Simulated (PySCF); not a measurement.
**CH6AsB (SMILES CB[AsH2]) at SVWN5/6-31G(d) (spherical functions)**

Aim: the vertical ionisation energy of CH6AsB at SVWN5/6-31G* (spherical functions), from 2 runs. 

Program for the calculation: PySCF 2.14.0.

## (1) The system as given

CH6AsB has 9 atoms, charge 0, and is taken as a singlet. As SMILES, `CB[AsH2]`. The shape comes from GFN2-xTB, which is rough for such elements, and wasn't checked as a minimum. This is one conformer, not always the lowest.

Bond lengths: C1–B2 1.567 Å, B2–As3 2.036 Å, C1–H4 1.093 Å, C1–H5 1.088 Å, C1–H6 1.093 Å, B2–H7 1.174 Å, As3–H8 1.508 Å, As3–H9 1.507 Å. Some angles: C1–B2–As3 119.8°, C1–B2–H7 120.1°, As3–B2–H7 120.2°, B2–C1–H4 110.0°, B2–C1–H5 115.5°, B2–C1–H6 110.4°, B2–As3–H8 92.4°, B2–As3–H9 92.0°, H4–C1–H5 107.7°, H4–C1–H6 104.9°.

## (2) The energy at SVWN5/6-31G(d) (spherical functions)

mol.xyz reads:

```xyz
9
CH6AsB
C     -0.669400     0.978610    -0.753440
B      0.372700    -0.061900    -0.219080
As    -0.027060    -1.111450     1.478610
H     -1.622760     0.482480    -0.953920
H     -0.378410     1.512160    -1.655940
H     -0.894950     1.721140     0.016000
H      1.377420    -0.239500    -0.800340
H      0.478160    -2.398890     0.876330
H      1.364310    -0.882660     2.011790
```

job.py reads:

```python
from pyscf import gto, dft

system = gto.Mole()
system.atom = 'mol.xyz'
system.verbose = 4
system.max_memory = 1860
system.basis = '6-31g*'
system.build()

mf = dft.RKS(system, xc='svwn')
mf.conv_tol = 1e-10
mf.grids.level = 5
mf.kernel()
if not mf.converged:
    mf = mf.newton().run(mf.mo_coeff, mf.mo_occ)

e_final = mf.e_tot
print('E(%s) = %.9f' % ('SVWN5', e_final))
```

On the command line:

```sh
OMP_NUM_THREADS=1 python job.py
```

Output:

```text
PySCF version 2.14.0

[INPUT] num. atoms = 9
[INPUT] num. electrons = 50
[INPUT] charge = 0
[INPUT] spin (= nelec alpha-beta = 2S) = 0
[INPUT] symmetry False subgroup None
[INPUT] Mole.unit = angstrom
[INPUT] Symbol           X                Y                Z      unit          X                Y                Z       unit  Magmom
[INPUT]  1 C     -0.669400000000   0.978610000000  -0.753440000000 AA   -1.264982667784   1.849304882761  -1.423795251292 Bohr   0.0
[INPUT]  2 B      0.372700000000  -0.061900000000  -0.219080000000 AA    0.704300926625  -0.116974047111  -0.414001199370 Bohr   0.0
[INPUT]  3 As    -0.027060000000  -1.111450000000   1.478610000000 AA   -0.051135988931  -2.100336101148   2.794167945043 Bohr   0.0
[INPUT]  4 H     -1.622760000000   0.482480000000  -0.953920000000 AA   -3.066571965899   0.911755060580  -1.802647544745 Bohr   0.0
[INPUT]  5 H     -0.378410000000   1.512160000000  -1.655940000000 AA   -0.715091262797   2.857568256522  -3.129273078712 Bohr   0.0
[INPUT]  6 H     -0.894950000000   1.721140000000   0.016000000000 AA   -1.691210395180   3.252483222034   0.030235617993 Bohr   0.0
[INPUT]  7 H      1.377420000000  -0.239500000000  -0.800340000000 AA    2.602946558498  -0.452589406833  -1.512423406534 Bohr   0.0
[INPUT]  8 H      0.478160000000  -2.398890000000   0.876330000000 AA    0.903591443722  -4.533245102958   1.656023694740 Bohr   0.0
[INPUT]  9 H      1.364310000000  -0.882660000000   2.011790000000 AA    2.578172249005  -1.667985661109   3.801732120139 Bohr   0.0

nuclear repulsion = 153.094843714831
number of shells = 36
number of NR pGTOs = 173
number of NR cGTOs = 72
basis = 6-31g*
ecp = {}

******** <class 'pyscf.dft.rks.RKS'> ********
method = RKS
initial guess = minao
damping factor = 0
level_shift factor = 0
DIIS = <class 'pyscf.scf.diis.CDIIS'>
diis_start_cycle = 1
diis_space = 8
diis_damp = 0
SCF conv_tol = 1e-10
SCF conv_tol_grad = None
SCF max_cycles = 50
direct_scf = True
direct_scf_tol = 1e-13
XC library pyscf.dft.libxc version 7.0.0
    S. Lehtola, C. Steigemann, M. J.T. Oliveira, and M. A.L. Marques.,  SoftwareX 7, 1–5 (2018)
XC functionals = svwn
    P. A. M. Dirac.,  Math. Proc. Cambridge Philos. Soc. 26, 376 (1930)
    F. Bloch.,  Z. Phys. 57, 545 (1929)
    S. H. Vosko, L. Wilk, and M. Nusair.,  Can. J. Phys. 58, 1200 (1980)
radial grids:
    Treutler-Ahlrichs [JCP 102, 346 (1995); DOI:10.1063/1.469408] (M4) radial grids

becke partition: Becke, JCP 88, 2547 (1988); DOI:10.1063/1.454033
pruning grids: <function nwchem_prune>
grids dens level: 5
symmetrized grids: False
atomic radii adjust function: <function treutler_atomic_radii_adjust>
small_rho_cutoff = 0
Set gradient conv threshold to 1e-05
Initial guess from minao.
tot grids = 272112
init E= -2297.3411121265
  HOMO = -0.293217120542443  LUMO = -0.151226264255726  gap/eV = 3.86377
cycle= 1 E= -2298.06605594907  delta_E= -0.725  |g|= 0.522  |ddm|= 2.62
  HOMO = -0.175534848677284  LUMO = -0.0490250613568008  gap/eV = 3.44251
cycle= 2 E= -2298.00479806632  delta_E= 0.0613  |g|= 0.678  |ddm|=  1.2
  HOMO = -0.208022641344849  LUMO = -0.0988048520722429  gap/eV = 2.97197
cycle= 3 E= -2298.13018081651  delta_E= -0.125  |g|= 0.0922  |ddm|= 0.776
  HOMO = -0.216369741403661  LUMO = -0.0958284050843798  gap/eV = 3.28010
cycle= 4 E= -2298.13261448287  delta_E= -0.00243  |g|= 0.0112  |ddm|= 0.14
  HOMO = -0.216081133610202  LUMO = -0.0978016628552796  gap/eV = 3.21855
cycle= 5 E= -2298.13263688608  delta_E= -2.24e-05  |g|= 0.00937  |ddm|= 0.0298
  HOMO = -0.216162304026054  LUMO = -0.0967301395652274  gap/eV = 3.24991
cycle= 6 E= -2298.13266649286  delta_E= -2.96e-05  |g|= 0.000711  |ddm|= 0.0127
  HOMO = -0.216200601057459  LUMO = -0.0967953998692441  gap/eV = 3.24918
cycle= 7 E= -2298.13266664979  delta_E= -1.57e-07  |g|= 0.00021  |ddm|= 0.00115
  HOMO = -0.216166275838692  LUMO = -0.0967811450644951  gap/eV = 3.24863
cycle= 8 E= -2298.13266665928  delta_E= -9.48e-09  |g|= 6.55e-05  |ddm|= 0.000356
  HOMO = -0.216177569480668  LUMO = -0.0967900649293978  gap/eV = 3.24870
cycle= 9 E= -2298.13266666036  delta_E= -1.08e-09  |g|= 1.33e-05  |ddm|= 0.000109
  HOMO = -0.216177689356355  LUMO = -0.0967905739714134  gap/eV = 3.24869
cycle= 10 E= -2298.13266666043  delta_E= -6.73e-11  |g|= 3.21e-06  |ddm|= 2.31e-05
  HOMO = -0.216177830452541  LUMO = -0.0967901387899208  gap/eV = 3.24870
Extra cycle  E= -2298.13266666042  delta_E= 4.55e-12  |g|= 4.05e-06  |ddm|= 1.3e-05
converged SCF energy = -2298.13266666042
E(SVWN5) = -2298.132666660
```

Wall time 13 s (1 thread of Arm Neoverse V2, shared host); peak memory 0.24 GiB.

## (3) The doublet cation, same level

input.xyz reads:

```xyz
9
CH6AsB
C     -0.669400     0.978610    -0.753440
B      0.372700    -0.061900    -0.219080
As    -0.027060    -1.111450     1.478610
H     -1.622760     0.482480    -0.953920
H     -0.378410     1.512160    -1.655940
H     -0.894950     1.721140     0.016000
H      1.377420    -0.239500    -0.800340
H      0.478160    -2.398890     0.876330
H      1.364310    -0.882660     2.011790
```

run.py reads:

```python
from pyscf import gto, dft

mol = gto.M(
    atom='input.xyz',
    charge=1,
    spin=1,
    basis='6-31g*',
    max_memory=1860,
    verbose=4,
)

mf = dft.UKS(mol, xc='svwn')
mf.conv_tol = 1e-10
mf.grids.level = 5
mf.kernel()
if not mf.converged:
    mf = mf.newton().run(mf.mo_coeff, mf.mo_occ)

etot = mf.e_tot
print('E = %.10f Eh' % etot)
```

On the command line:

```sh
OMP_NUM_THREADS=1 python run.py
```

Output:

```text
PySCF version 2.14.0

[INPUT] num. atoms = 9
[INPUT] num. electrons = 49
[INPUT] charge = 1
[INPUT] spin (= nelec alpha-beta = 2S) = 1
[INPUT] symmetry False subgroup None
[INPUT] Mole.unit = angstrom
[INPUT] Symbol           X                Y                Z      unit          X                Y                Z       unit  Magmom
[INPUT]  1 C     -0.669400000000   0.978610000000  -0.753440000000 AA   -1.264982667784   1.849304882761  -1.423795251292 Bohr   0.0
[INPUT]  2 B      0.372700000000  -0.061900000000  -0.219080000000 AA    0.704300926625  -0.116974047111  -0.414001199370 Bohr   0.0
[INPUT]  3 As    -0.027060000000  -1.111450000000   1.478610000000 AA   -0.051135988931  -2.100336101148   2.794167945043 Bohr   0.0
[INPUT]  4 H     -1.622760000000   0.482480000000  -0.953920000000 AA   -3.066571965899   0.911755060580  -1.802647544745 Bohr   0.0
[INPUT]  5 H     -0.378410000000   1.512160000000  -1.655940000000 AA   -0.715091262797   2.857568256522  -3.129273078712 Bohr   0.0
[INPUT]  6 H     -0.894950000000   1.721140000000   0.016000000000 AA   -1.691210395180   3.252483222034   0.030235617993 Bohr   0.0
[INPUT]  7 H      1.377420000000  -0.239500000000  -0.800340000000 AA    2.602946558498  -0.452589406833  -1.512423406534 Bohr   0.0
[INPUT]  8 H      0.478160000000  -2.398890000000   0.876330000000 AA    0.903591443722  -4.533245102958   1.656023694740 Bohr   0.0
[INPUT]  9 H      1.364310000000  -0.882660000000   2.011790000000 AA    2.578172249005  -1.667985661109   3.801732120139 Bohr   0.0

nuclear repulsion = 153.094843714831
number of shells = 36
number of NR pGTOs = 173
number of NR cGTOs = 72
basis = 6-31g*
ecp = {}

******** <class 'pyscf.dft.uks.UKS'> ********
method = UKS
initial guess = minao
damping factor = 0
level_shift factor = 0
DIIS = <class 'pyscf.scf.diis.CDIIS'>
diis_start_cycle = 1
diis_space = 8
diis_damp = 0
SCF conv_tol = 1e-10
SCF conv_tol_grad = None
SCF max_cycles = 50
direct_scf = True
direct_scf_tol = 1e-13
number electrons alpha = 25  beta = 24
XC library pyscf.dft.libxc version 7.0.0
    S. Lehtola, C. Steigemann, M. J.T. Oliveira, and M. A.L. Marques.,  SoftwareX 7, 1–5 (2018)
XC functionals = svwn
    P. A. M. Dirac.,  Math. Proc. Cambridge Philos. Soc. 26, 376 (1930)
    F. Bloch.,  Z. Phys. 57, 545 (1929)
    S. H. Vosko, L. Wilk, and M. Nusair.,  Can. J. Phys. 58, 1200 (1980)
radial grids:
    Treutler-Ahlrichs [JCP 102, 346 (1995); DOI:10.1063/1.469408] (M4) radial grids

becke partition: Becke, JCP 88, 2547 (1988); DOI:10.1063/1.454033
pruning grids: <function nwchem_prune>
grids dens level: 5
symmetrized grids: False
atomic radii adjust function: <function treutler_atomic_radii_adjust>
small_rho_cutoff = 0
Set gradient conv threshold to 1e-05
tot grids = 272112
init E= -2297.3411121265
[... the frontier-level lines of each cycle are left out ...]

cycle= 1 E= -2297.72991326822  delta_E= -0.389  |g|= 0.386  |ddm|= 1.85
cycle= 2 E= -2297.31141538534  delta_E= 0.418  |g|= 0.795  |ddm|= 1.26
cycle= 3 E= -2297.77057240187  delta_E= -0.459  |g|= 0.157  |ddm|= 1.23
cycle= 4 E= -2297.79170363122  delta_E= -0.0211  |g|= 0.0594  |ddm|= 0.334
cycle= 5 E= -2297.79270863392  delta_E= -0.00101  |g|= 0.0488  |ddm|= 0.153
cycle= 6 E= -2297.79459026595  delta_E= -0.00188  |g|= 0.00634  |ddm|= 0.0706
cycle= 7 E= -2297.79461138702  delta_E= -2.11e-05  |g|= 0.00208  |ddm|= 0.0113
cycle= 8 E= -2297.79461501903  delta_E= -3.63e-06  |g|= 0.000439  |ddm|= 0.00375
cycle= 9 E= -2297.79461514455  delta_E= -1.26e-07  |g|= 8.77e-05  |ddm|= 0.000733
cycle= 10 E= -2297.79461514787  delta_E= -3.33e-09  |g|= 5.56e-05  |ddm|= 0.000206
cycle= 11 E= -2297.79461515052  delta_E= -2.65e-09  |g|= 1.47e-05  |ddm|= 9.97e-05
cycle= 12 E= -2297.79461515064  delta_E= -1.26e-10  |g|= 8.43e-06  |ddm|= 4.09e-05
cycle= 13 E= -2297.79461515072  delta_E= -7.55e-11  |g|= 1.48e-06  |ddm|= 2.03e-05
Extra cycle  E= -2297.79461515071  delta_E= 4.55e-12  |g|= 3.39e-06  |ddm|= 9.15e-06
converged SCF energy = -2297.79461515071  <S^2> = 0.75116135  2S+1 = 2.001161
E = -2297.7946151507 Eh
```

It took 29 s on 1 thread of Arm Neoverse V2, shared host; peak memory 0.24 GiB.

## (4) What came out

Level: SVWN5/6-31G* (spherical functions).

| quantity | value |
| --- | --- |
| singlet CH6AsB: total energy | -2298.13267 Eh |
| singlet CH6AsB: dipole moment | 1.32 D |
| singlet CH6AsB: HOMO energy | -5.88 eV |
| singlet CH6AsB: LUMO energy | -2.63 eV |
| singlet CH6AsB: HOMO–LUMO gap | 3.25 eV |
| doublet cation: total energy | -2297.79462 Eh |
| doublet cation: HOMO energy (highest over α and β) | -13.24 eV |
| doublet cation: LUMO energy (lowest over α and β) | -12.46 eV |
| doublet cation: ⟨S²⟩ | 0.751 |
| vertical ionisation energy (to the doublet cation) | 9.199 eV |

Removing an electron at fixed nuclei costs 9.20 eV (212 kcal/mol). The negative HOMO energy of the first species, 5.88 eV, lies 3.32 eV below that difference. Mulliken charges (doublet cation) run from -0.69 on C1 to +0.28 on H5; they depend strongly on the basis.
